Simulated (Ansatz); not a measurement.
# CH7BOSSi: the cost of one run

Program: Ansatz 0.2.0. Level of theory: RKS PBE0-D4/STO-3G. These are calculated values, not measurements.

**1. Starting point**

Bond lengths: C1–B2 1.540 Å, B2–Si3 1.933 Å, Si3–O4 1.704 Å, Si3–S5 2.135 Å, C1–H6 1.127 Å, C1–H7 1.074 Å, C1–H8 1.169 Å, B2–H9 1.227 Å, Si3–H10 1.516 Å, O4–H11 1.060 Å, S5–H12 1.444 Å. Angles (14 of 17 angles, heavy atoms first): C1–B2–Si3 119.3°, B2–Si3–O4 112.2°, B2–Si3–S5 111.0°, O4–Si3–S5 110.5°, C1–B2–H9 119.9°, Si3–B2–H9 120.8°, B2–C1–H6 111.3°, B2–C1–H7 112.7°, B2–C1–H8 107.1°, B2–Si3–H10 107.6°, O4–Si3–H10 106.0°, S5–Si3–H10 109.4°, Si3–O4–H11 100.3°, Si3–S5–H12 91.3°.

As a file:

```xyz
12

C    -1.5115   -0.3064    0.7757
B    -0.0163   -0.0286    1.0209
Si    1.2043   -0.0360   -0.4780
O     1.2661   -1.5549   -1.2490
S     0.7046    1.4955   -1.8788
H    -2.1094   -0.1989    1.7254
H    -1.6854   -1.2567    0.3063
H    -1.9082    0.5410    0.0755
H     0.3878    0.1812    2.1603
H     2.5969    0.2135    0.0654
H     0.2748   -1.6215   -1.6177
H     0.8732    2.5167   -0.8720
```

**2. Relaxing the start**

File input.yaml:

```yaml
crystal:
  periodic: [false, false, false]
  atoms:
    - { symbol: C, position_ang: [-1.5115, -0.3064, 0.7757] }
    - { symbol: B, position_ang: [-0.0163, -0.0286, 1.0209] }
    - { symbol: Si, position_ang: [1.2043, -0.036, -0.478] }
    - { symbol: O, position_ang: [1.2661, -1.5549, -1.249] }
    - { symbol: S, position_ang: [0.7046, 1.4955, -1.8788] }
    - { symbol: H, position_ang: [-2.1094, -0.1989, 1.7254] }
    - { symbol: H, position_ang: [-1.6854, -1.2567, 0.3063] }
    - { symbol: H, position_ang: [-1.9082, 0.541, 0.0755] }
    - { symbol: H, position_ang: [0.3878, 0.1812, 2.1603] }
    - { symbol: H, position_ang: [2.5969, 0.2135, 0.0654] }
    - { symbol: H, position_ang: [0.2748, -1.6215, -1.6177] }
    - { symbol: H, position_ang: [0.8732, 2.5167, -0.872] }
basis:
  gaussian: { orbitals: STO-3G }
hamiltonian:
  xc: pbe0
  dispersion: d4
relax:
  f_tol: 0.02
  max_steps: 40
scf:
  lower_state_search: "off"
output:
  orbitals: {}
```

Launch:

```console
$ ansatz run input.yaml --threads 1 --pin off --max-ram 2048MiB --backend cpu --events-out ev --progress --plain --runs-dir out
```

What time and memory should one allow on 1 thread of Arm Neoverse N1, shared host?

About 2.9 min, with a peak of 0.16 GiB.
